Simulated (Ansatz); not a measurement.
**CH3BeBr (BeMeBr) at 6 levels**

Wanted: a comparison of 6 runs (HF/STO-3G, B3LYP/6-31G*, CAM-B3LYP/cc-pVDZ, PBE0/def2-SVP, MP2/cc-pVDZ) of CH3BeBr (BeMeBr). 

Program for the calculation: Ansatz 0.2.0.

6 further runs of the same task are left out: 3 that didn't finish, 3 set aside as unsound or not needed.

### 1 The system as given

The species is CH3BeBr (6 atoms), meant as a singlet with charge 0. As SMILES, `[CH3][Be][Br]`. The shape comes from GFN2-xTB, which is rough for such elements, and wasn't checked as a minimum.

Bond lengths: Be1–C2 1.717 Å, Be1–Br6 1.950 Å, C2–H3 1.089 Å, C2–H4 1.089 Å, C2–H5 1.090 Å. Angles: C2–Be1–Br6 179.0°, Be1–C2–H3 114.6°, Be1–C2–H4 114.0°, Be1–C2–H5 113.9°, H3–C2–H4 104.4°, H3–C2–H5 104.4°, H4–C2–H5 104.4°.

### 2 Energy and gradient at HF/STO-3G (run 1)

File job.yaml:

```yaml
crystal:
  periodic: [false, false, false]
  atoms:
    - {symbol: Be, position_ang: [-0.013420, 0.012430, -1.042630]}
    - {symbol: C, position_ang: [0.002000, 0.001730, 0.674450]}
    - {symbol: H, position_ang: [-0.429140, 0.888700, 1.136390]}
    - {symbol: H, position_ang: [0.998810, -0.072660, 1.107770]}
    - {symbol: H, position_ang: [-0.548460, -0.828670, 1.116440]}
    - {symbol: Br, position_ang: [-0.009770, -0.001530, -2.992410]}
basis:
  gaussian: {orbitals: STO-3G}
hamiltonian: {xc: hf}
accuracy: high
output: {forces: true, orbitals: {seedname: orbitals}}
```

The run is started by

```console
$ ansatz run job.yaml --threads 1 --pin off --max-ram 3480MiB --events-out events.jsonl --progress --plain --runs-dir runs
```

What it wrote:

```text
Warning: RAYON_NUM_THREADS=1 ignored (pool sized by the plan → 1); use --threads N
Functional definition: HF
  name "HF"
  exchange = exact_x
  correlation = 0
453 factors; integrals over basis functions are off by at most 1.1e-8 eV
mean field evaluation 1: about -70703.2685 eV, gradient 1.3e1 eV
mean field evaluation 2: about -70703.5620 eV, gradient 1.4e1 eV
mean field evaluation 4: about -70704.7024 eV, gradient 9.2e-1 eV
mean field evaluation 8: about -70704.7242 eV, gradient 3.4e-5 eV
mean field -70704.72422566 eV, -2598.3506899098 hartree, gradient 8.6e-8 eV, S^2 0.000000; 0 other end points of the search recorded, 0 dependent functions left out
the calculation of the forces begins
reference -70704.72422566 eV, -2598.3506899098 hartree; 24, 24 occupied and 7, 7 virtual orbitals, 453 factors
Total energy: -70704.72422566 eV, -2598.3506899098 hartree
Atom 0 at    -0.013420     0.012430    -1.042630 Å, force     0.023875    -0.022793    -0.648344 eV/Å
Atom 1 at     0.002000     0.001730     0.674450 Å, force    -0.004415    -0.042985     0.617131 eV/Å
Atom 2 at    -0.429140     0.888700     1.136390 Å, force    -0.024941     0.050608    -0.436157 eV/Å
Atom 3 at     0.998810    -0.072660     1.107770 Å, force     0.025714     0.002514    -0.427755 eV/Å
Atom 4 at    -0.548460    -0.828670     1.116440 Å, force    -0.009451    -0.005969    -0.432288 eV/Å
Atom 5 at    -0.009770    -0.001530    -2.992410 Å, force    -0.010782     0.018626     1.327412 eV/Å
Dipole moment:    -0.003589     0.004230     0.144616 e Å
```

It took 0.48 s on 1 thread of Arm Neoverse V2, shared host.

### 3 Energy and gradient at B3LYP/6-31G(d) (spherical functions) (run 2)

File run.yaml:

```yaml
crystal:
  periodic: [false, false, false]
  atoms:
    - {symbol: Be, position_ang: [-0.013420, 0.012430, -1.042630]}
    - {symbol: C, position_ang: [0.002000, 0.001730, 0.674450]}
    - {symbol: H, position_ang: [-0.429140, 0.888700, 1.136390]}
    - {symbol: H, position_ang: [0.998810, -0.072660, 1.107770]}
    - {symbol: H, position_ang: [-0.548460, -0.828670, 1.116440]}
    - {symbol: Br, position_ang: [-0.009770, -0.001530, -2.992410]}
basis:
  gaussian: {orbitals: 6-31G_st_-spherical.json}
hamiltonian: {xc: {name: B3LYP}}
accuracy: high
output: {forces: true, orbitals: {seedname: orbitals}}
```

The basis set 6-31G* is read from a file made from the Basis Set Exchange's data (not shown).

The run is started by

```console
$ ansatz run run.yaml --threads 1 --pin off --max-ram 3480MiB --events-out events.jsonl --progress --plain --runs-dir runs
```

What it wrote, cut to the lines that bear on the results:

```text
Warning: RAYON_NUM_THREADS=1 ignored (pool sized by the plan → 1); use --threads N
Functional definition: B3LYP
  name "B3LYP"
[...]
1332 factors; integrals over basis functions are off by at most 6.8e-9 eV
[...]
mean field -71528.19161131 eV, -2628.6125581662 hartree, gradient 7.9e-8 eV, S^2 0.000000; 0 other end points of the search recorded, 0 dependent functions left out
[...]
reference -71528.19164380 eV, -2628.6125593600 hartree; 24, 24 occupied and 42, 42 virtual orbitals, 1332 factors
Total energy: -71528.19164380 eV, -2628.6125593600 hartree
Atom 0 at    -0.013420     0.012430    -1.042630 Å, force     0.019823    -0.013389     1.015850 eV/Å
Atom 1 at     0.002000     0.001730     0.674450 Å, force    -0.015098    -0.015357    -0.399204 eV/Å
Atom 2 at    -0.429140     0.888700     1.136390 Å, force    -0.192977     0.396023    -0.094209 eV/Å
Atom 3 at     0.998810    -0.072660     1.107770 Å, force     0.426002    -0.029146    -0.102948 eV/Å
Atom 4 at    -0.548460    -0.828670     1.116440 Å, force    -0.231363    -0.343630    -0.102668 eV/Å
Atom 5 at    -0.009770    -0.001530    -2.992410 Å, force    -0.006388     0.005499    -0.316821 eV/Å
Dipole moment:    -0.002930     0.004101     0.253379 e Å
```

Wall time 6 s (1 thread of Arm Neoverse V2, shared host); peak memory 0.18 GiB.

Runs 3 to 5 aren't shown in full; the table further down has their settings and results.

### 4 Energy and gradient at MP2/cc-pVDZ (run 6)

Changes to run.yaml since step 3:

```diff
@@ -10,4 +10,7 @@
 basis:
-  gaussian: {orbitals: 6-31G_st_-spherical.json}
-hamiltonian: {xc: {name: B3LYP}}
+  gaussian:
+    orbitals: cc-pVDZ
+correlation:
+  method: mp2
+  frozen_orbitals: {Be: 0, Br: 9, C: 1, H: 0}
 accuracy: high
```

The run is started by

```console
$ ansatz run run.yaml --threads 1 --pin off --max-ram 3480MiB --events-out events.jsonl --progress --plain --runs-dir runs
```

What it wrote, cut to the lines that bear on the results:

```text
Warning: RAYON_NUM_THREADS=1 ignored (pool sized by the plan → 1); use --threads N
[... 2 set-up lines as earlier in the session ...]
[...]
1487 factors; integrals over basis functions are off by at most 4.7e-9 eV
[...]
mean field -71476.76930911 eV, -2626.7228234154 hartree, gradient 1.9e-8 eV, S^2 0.000000; 0 other end points of the search recorded, 0 dependent functions left out
10 core orbitals not correlated: weight in the atoms' cores, before any rotation towards them, 1.000 or more for the frozen orbitals, at most 0.000 for the correlated occupied ones
reference -71476.76930911 eV, -2626.7228234154 hartree; 14, 14 occupied and 46, 46 virtual orbitals, 1487 factors
second order -8.54706871 eV of doubles, -0.00000000 eV of singles
[...]
Total energy: -71485.31637782 eV, -2627.0369223972 hartree
Atom 0 at    -0.013420     0.012430    -1.042630 Å, force     0.020003    -0.014210     0.950849 eV/Å
Atom 1 at     0.002000     0.001730     0.674450 Å, force    -0.018529    -0.012183    -0.580479 eV/Å
Atom 2 at    -0.429140     0.888700     1.136390 Å, force    -0.296991     0.609530     0.001913 eV/Å
Atom 3 at     0.998810    -0.072660     1.107770 Å, force     0.664743    -0.047194    -0.015424 eV/Å
Atom 4 at    -0.548460    -0.828670     1.116440 Å, force    -0.362578    -0.541605    -0.013527 eV/Å
Atom 5 at    -0.009770    -0.001530    -2.992410 Å, force    -0.006647     0.005662    -0.343333 eV/Å
Dipole moment:    -0.003277     0.004279     0.190154 e Å
```

It took 5.4 s on 1 thread of Arm Neoverse V2, shared host; peak memory 0.2 GiB.

### 5 The series

| run | level | Cartesian functions | frozen core orbitals | energy (Eh) | dipole moment (D) | HOMO energy (eV) | LUMO energy (eV) | wall time |
| --- | --- | --- | --- | --- | --- | --- | --- | --- |
| 1 | HF/STO-3G | no | – | -2598.350690 | 0.70 | -9.36 | 6.51 | 0.48 s |
| 2 | B3LYP/6-31G* (spherical functions) | no | – | -2628.612559 | 1.22 | -8.42 | -0.04 | 6 s |
| 3 | CAM-B3LYP/cc-pVDZ | no | – | -2628.943037 | 0.94 | -10.00 | 1.06 | 8.4 s |
| 4 | PBE0/def2-SVP | no | – | -2628.150135 | 0.96 | -8.77 | -0.07 | 6.6 s |
| 5 | B3LYP/6-31G* (Cartesian functions) | yes | – | -2628.621899 | 1.21 | -8.42 | -0.04 | 6.3 s |
| 6 | MP2/cc-pVDZ | no | 10 | -2627.036922 | 0.91 | -11.61 | 2.88 | 5.4 s |

### 6 Summary of results

| quantity | value |
| --- | --- |
| run 6: total energy | -2627.03692 Eh |
| run 6: dipole moment (correlated density) | 0.91 D |
| run 6: HOMO energy (Hartree–Fock orbitals) | -11.61 eV |
| run 6: LUMO energy (Hartree–Fock orbitals) | 2.88 eV |
| run 6: HOMO–LUMO gap (Hartree–Fock orbitals) | 14.50 eV |
| run 6: correlation energy (10 core orbitals frozen) | -314.1 mEh |
| run 6: largest force on an atom | 0.951 eV/Å |

In words: The dipole moment (its size) runs from 0.70 D (HF/STO-3G) to 1.22 D (B3LYP/6-31G*). The two ends differ in method and basis. Over runs 1, 2, 3, 4, 5 the HOMO–LUMO gap runs from 8.39 eV (B3LYP/6-31G*) to 15.87 eV (HF/STO-3G). Totals of different functionals can't be ranked against each other. In run 1 the basis is minimal, so the values are rough. All runs together took 33 s, the longest 8.4 s.
